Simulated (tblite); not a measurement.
# C7H14Ge: the cost of one run

Computed with tblite 0.8.0 and PySCF 2.14.0, with density-fitted response routines of our own, on a single molecule, in the gas phase or a continuum. Atoms are numbered from 0 throughout.

**1. Starting geometry**

22 atoms, charge 0, multiplicity 1; geometry from: force field or distance geometry start.

Bonds of the start (Å): C0–C1 1.34, C1–C2 1.51, C2–C3 1.56, C3–C4 1.56, C4–C5 1.54, C5–Ge6 1.93, Ge6–C7 1.93, C7–C3 1.53, C0–H8 1.09, C0–H9 1.07, C1–H10 1.09, C2–H11 1.11, C2–H12 1.10, C3–H13 1.11, C4–H14 1.10, C4–H15 1.12, C5–H16 1.10, C5–H17 1.11, Ge6–H18 1.56, Ge6–H19 1.54, C7–H20 1.11, C7–H21 1.11.

**2. Optimising the geometry with GFN2-xTB**

What the job is given:

```
{"job": {"kind": "relax", "xc": "GFN2-xTB", "basis": "xTB"}, "charge": 0, "multiplicity": 1}
C      3.093300     0.176700    -1.091700
C      2.474900     0.544100     0.035100
C      1.396100    -0.297400     0.663600
C      0.088100    -0.246000    -0.178600
C     -0.979400    -1.196700     0.434400
C     -2.316900    -0.970200    -0.286700
Ge    -2.360100     0.918100    -0.689800
C     -0.491100     1.169100    -0.256400
H      2.803900    -0.731500    -1.612100
H      3.873000     0.794600    -1.498100
H      2.799700     1.441500     0.551600
H      1.181400     0.079200     1.688700
H      1.737200    -1.342100     0.763900
H      0.313600    -0.610000    -1.204800
H     -0.669100    -2.247800     0.321600
H     -1.109900    -0.974300     1.522700
H     -2.340500    -1.540200    -1.231200
H     -3.167500    -1.265000     0.363000
H     -3.270200     1.696800     0.304400
H     -2.642900     1.161500    -2.182800
H     -0.429900     1.697300     0.719500
H      0.006100     1.761600    -1.050100
```

The run is started by

```console
> OMP_NUM_THREADS=1 python probes_run.py task.json out
```

The driver reads the jobs from task.json and runs them one after another.

**Question.** How long does this first job take on 1 thread of Arm Neoverse V1, shared host?

About 1.1 s.
